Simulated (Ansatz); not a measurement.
# singlet CHClGeNO+ at 5 levels

We compute a comparison of 5 runs (HF/STO-3G, PBE0/def2-SVP, revPBE/def2-SVP, B3LYP/6-31G*, MP2/def2-SVP) of singlet CHClGeNO+. 

Program for the calculation: Ansatz 0.2.0.

123 further runs of the same task are left out: 123 set aside as unsound or not needed.

**1. The molecule**

The species is CHClGeNO+ (6 atoms), meant as a singlet with charge +1. SMILES of the parent species: `O=C=[N][GeH][Cl]`. Geometry: relaxed at PBE0-D4/def2-TZVP. This is one conformer, not always the lowest. That shape belongs to the parent species and isn't relaxed for this state.

Bond lengths: O1–C2 1.162 Å, C2–N3 1.206 Å, N3–Ge4 1.830 Å, Ge4–Cl5 2.157 Å, Ge4–H6 1.549 Å. Angles: O1–C2–N3 176.3°, C2–N3–Ge4 138.6°, N3–Ge4–Cl5 107.6°, N3–Ge4–H6 105.4°, Cl5–Ge4–H6 108.2°.

**2. The energy at HF/STO-3G (run 1)**

Input file molecule.yaml:

```yaml
crystal:
  periodic: [false, false, false]
  atoms:
    - {symbol: O, position_ang: [0.024100, -1.617100, -2.245100]}
    - {symbol: C, position_ang: [-0.242900, -1.020000, -1.284700]}
    - {symbol: "N", position_ang: [-0.575200, -0.454300, -0.273000]}
    - {symbol: Ge, position_ang: [-0.153300, 1.067300, 0.651100]}
    - {symbol: Cl, position_ang: [1.946900, 0.976200, 1.132800]}
    - {symbol: H, position_ang: [-0.957700, 0.983900, 1.972700]}
basis:
  gaussian: {orbitals: STO-3G}
total_charge: 1
hamiltonian: {xc: hf}
accuracy: high
output: {orbitals: {seedname: orbitals}}
```

Launch:

```
$ ansatz run molecule.yaml --threads 1 --pin off --max-ram 3480MiB --events-out events.jsonl --progress --plain --runs-dir runs
```

Log:

```text
Warning: RAYON_NUM_THREADS=1 ignored (pool sized by the plan → 1); use --threads N
Functional definition: HF
  name "HF"
  exchange = exact_x
  correlation = 0
748 factors; integrals over basis functions are off by at most 3.0e-8 eV
mean field evaluation 1: about -72693.9852 eV, gradient 3.7e1 eV
mean field evaluation 2: about -72694.0633 eV, gradient 3.8e1 eV
mean field evaluation 4: about -72699.6457 eV, gradient 5.3e0 eV
mean field evaluation 8: about -72699.7527 eV, gradient 8.8e-2 eV
mean field evaluation 16: about -72699.7477 eV, gradient 2.2e-8 eV
mean field -72699.74774783 eV, -2671.6664520739 hartree, gradient 2.2e-8 eV, S^2 0.000000; 0 other end points of the search recorded, 0 dependent functions left out
reference -72699.74774783 eV, -2671.6664520739 hartree; 35, 35 occupied and 8, 8 virtual orbitals, 748 factors
Total energy: -72699.74774783 eV, -2671.6664520739 hartree
```

Run time: 0.7 s. Hardware: 1 thread of Arm Neoverse V1, shared host; peak memory 0.099 GiB.

**3. A single-point energy at PBE0/def2-SVP (run 2)**

Input file run.yaml:

```yaml
crystal:
  periodic: [false, false, false]
  atoms:
    - {symbol: O, position_ang: [0.024100, -1.617100, -2.245100]}
    - {symbol: C, position_ang: [-0.242900, -1.020000, -1.284700]}
    - {symbol: "N", position_ang: [-0.575200, -0.454300, -0.273000]}
    - {symbol: Ge, position_ang: [-0.153300, 1.067300, 0.651100]}
    - {symbol: Cl, position_ang: [1.946900, 0.976200, 1.132800]}
    - {symbol: H, position_ang: [-0.957700, 0.983900, 1.972700]}
basis:
  gaussian:
    orbitals: def2-SVP
hamiltonian:
  xc: pbe0
total_charge: 1
accuracy: high
output:
  orbitals: {seedname: orbitals}
```

Launch:

```
$ ansatz run run.yaml --threads 1 --pin off --max-ram 3480MiB --events-out events.jsonl --progress --plain --runs-dir runs
```

Log:

```text
Warning: RAYON_NUM_THREADS=1 ignored (pool sized by the plan → 1); use --threads N
Functional definition: PBE0
  name "PBE0"
  parameter a = 0.25
  parameter kappa = 0.804
  parameter beta = 0.06672455060314922
  exchange = (1 - a)*pbe_x(kappa = kappa, mu = beta*pi^2/3) + a*exact_x
  correlation = pbe_c(beta = beta)
1962 factors; integrals over basis functions are off by at most 4.4e-9 eV
mean field evaluation 1: about -73581.0869 eV, gradient 7.0e1 eV
mean field evaluation 2: about -73521.7151 eV, gradient 1.5e2 eV
mean field evaluation 4: about -73591.0247 eV, gradient 2.0e1 eV
mean field evaluation 8: about -73591.8484 eV, gradient 9.1e-1 eV
mean field evaluation 16: about -73592.0456 eV, gradient 3.0e-4 eV
mean field -73592.04563557 eV, -2704.4577946270 hartree, gradient 3.9e-8 eV, S^2 0.000000; 0 other end points of the search recorded, 0 dependent functions left out
reference -73592.04563752 eV, -2704.4577946989 hartree; 35, 35 occupied and 62, 62 virtual orbitals, 1962 factors
Total energy: -73592.04563752 eV, -2704.4577946989 hartree
```

Wall time 11 s (1 thread of Arm Neoverse V1, shared host); peak memory 0.36 GiB.

**4. A single-point energy at revPBE/def2-SVP (run 3)**

Input file input.yaml:

```yaml
crystal:
  periodic: [false, false, false]
  atoms:
    - {symbol: O, position_ang: [0.024100, -1.617100, -2.245100]}
    - {symbol: C, position_ang: [-0.242900, -1.020000, -1.284700]}
    - {symbol: N, position_ang: [-0.575200, -0.454300, -0.273000]}
    - {symbol: Ge, position_ang: [-0.153300, 1.067300, 0.651100]}
    - {symbol: Cl, position_ang: [1.946900, 0.976200, 1.132800]}
    - {symbol: H, position_ang: [-0.957700, 0.983900, 1.972700]}
basis:
  gaussian: {orbitals: def2-SVP}
total_charge: 1
magnetization: {spin_polarized: false}
hamiltonian: {xc: {name: revPBE}}
accuracy: high
output: {orbitals: {seedname: orbitals}}
```

Launch:

```
$ ansatz run input.yaml --threads 1 --pin off --max-ram 3480MiB --events-out events.jsonl --progress --plain --runs-dir runs
```

Log:

```text
Warning: RAYON_NUM_THREADS=1 ignored (pool sized by the plan → 1); use --threads N
Functional definition: revPBE
  name "revPBE"
  parameter kappa = 1.245
[... 1 set-up line as earlier in the session ...]
  exchange = pbe_x(kappa = kappa, mu = beta*pi^2/3)
[... 1 set-up line as earlier in the session ...]
1962 factors; integrals over basis functions are off by at most 4.4e-9 eV
mean field evaluation 1: about -73586.4516 eV, gradient 8.1e1 eV
mean field evaluation 2: about -73456.5985 eV, gradient 2.0e2 eV
mean field evaluation 4: about -73597.9887 eV, gradient 3.1e1 eV
mean field evaluation 8: about -73600.9436 eV, gradient 2.1e0 eV
mean field evaluation 16: about -73600.9514 eV, gradient 1.2e-3 eV
mean field -73600.95136510 eV, -2704.7850741507 hartree, gradient 7.2e-8 eV, S^2 0.000000; 0 other end points of the search recorded, 0 dependent functions left out
reference -73600.95136834 eV, -2704.7850742699 hartree; 35, 35 occupied and 62, 62 virtual orbitals, 1962 factors
Total energy: -73600.95136834 eV, -2704.7850742699 hartree
```

Run time: 7.5 s. Hardware: 1 thread of Arm Neoverse V1, shared host; peak memory 0.23 GiB.

Run 4 isn't shown in full; the table further down has it.

**5. A single-point energy at MP2/def2-SVP (run 5)**

Input file run.yaml:

```yaml
crystal:
  periodic: [false, false, false]
  atoms:
    - {symbol: O, position_ang: [0.024100, -1.617100, -2.245100]}
    - {symbol: C, position_ang: [-0.242900, -1.020000, -1.284700]}
    - {symbol: N, position_ang: [-0.575200, -0.454300, -0.273000]}
    - {symbol: Ge, position_ang: [-0.153300, 1.067300, 0.651100]}
    - {symbol: Cl, position_ang: [1.946900, 0.976200, 1.132800]}
    - {symbol: H, position_ang: [-0.957700, 0.983900, 1.972700]}
basis:
  gaussian:
    orbitals: def2-SVP
total_charge: 1
correlation:
  method: mp2
  frozen_orbitals: {C: 1, Cl: 5, Ge: 9, H: 0, "N": 1, O: 1}
accuracy: high
```

Launch:

```
$ ansatz run run.yaml --threads 1 --pin off --max-ram 3480MiB --events-out events.jsonl --progress --plain --runs-dir runs
```

Log:

```text
Warning: RAYON_NUM_THREADS=1 ignored (pool sized by the plan → 1); use --threads N
[... 4 set-up lines as earlier in the session ...]
1962 factors; integrals over basis functions are off by at most 4.4e-9 eV
mean field evaluation 1: about -73513.9048 eV, gradient 4.9e1 eV
mean field evaluation 2: about -73514.0137 eV, gradient 4.9e1 eV
mean field evaluation 4: about -73519.7198 eV, gradient 4.4e0 eV
mean field evaluation 8: about -73519.7984 eV, gradient 6.1e-1 eV
mean field evaluation 16: about -73519.8006 eV, gradient 3.3e-7 eV
mean field -73519.80063161 eV, -2701.8028397008 hartree, gradient 2.4e-8 eV, S^2 0.000000; 1 other end points of the search recorded, 0 dependent functions left out
17 core orbitals not correlated: weight in the atoms' cores, before any rotation towards them, 1.000 or more for the frozen orbitals, at most 0.000 for the correlated occupied ones
reference -73519.80063161 eV, -2701.8028397008 hartree; 18, 18 occupied and 62, 62 virtual orbitals, 1962 factors
second order -21.91471599 eV of doubles, -0.00000000 eV of singles
Total energy: -73541.71534759 eV, -2702.6081906589 hartree
```

Run time: 5.7 s. Hardware: 1 thread of Arm Neoverse V1, shared host; peak memory 0.3 GiB.

**6. Overview of the runs**

| run | level | Cartesian functions | frozen core orbitals | energy (Eh) | HOMO energy (eV) | LUMO energy (eV) | HOMO–LUMO gap (eV) | wall time |
| --- | --- | --- | --- | --- | --- | --- | --- | --- |
| 1 | HF/STO-3G | no | – | -2671.666452 | -15.46 | -6.23 | 9.24 | 0.7 s |
| 2 | PBE0/def2-SVP | no | – | -2704.457795 | -14.63 | -11.07 | 3.56 | 11 s |
| 3 | revPBE/def2-SVP | no | – | -2704.785074 | -13.19 | -11.55 | 1.64 | 7.5 s |
| 4 | B3LYP/6-31G* (Cartesian functions) | yes | – | -2705.343999 | -14.32 | -11.25 | 3.07 | 13 s |
| 5 | MP2/def2-SVP | no | 17 | -2702.608191 | – | – | – | 5.7 s |

**7. Results**

| quantity | value |
| --- | --- |
| run 5: total energy | -2702.60819 Eh |
| run 5: correlation energy (17 core orbitals frozen) | -805.4 mEh |

**Reading.** Over runs 1, 2, 3, 4 the HOMO–LUMO gap runs from 1.64 eV (revPBE/def2-SVP) to 9.24 eV (HF/STO-3G). The two ends differ in method and basis. Totals of different functionals can't be ranked against each other. In run 1 the basis is minimal, so the values are rough. All runs together took 37 s, the longest 13 s.
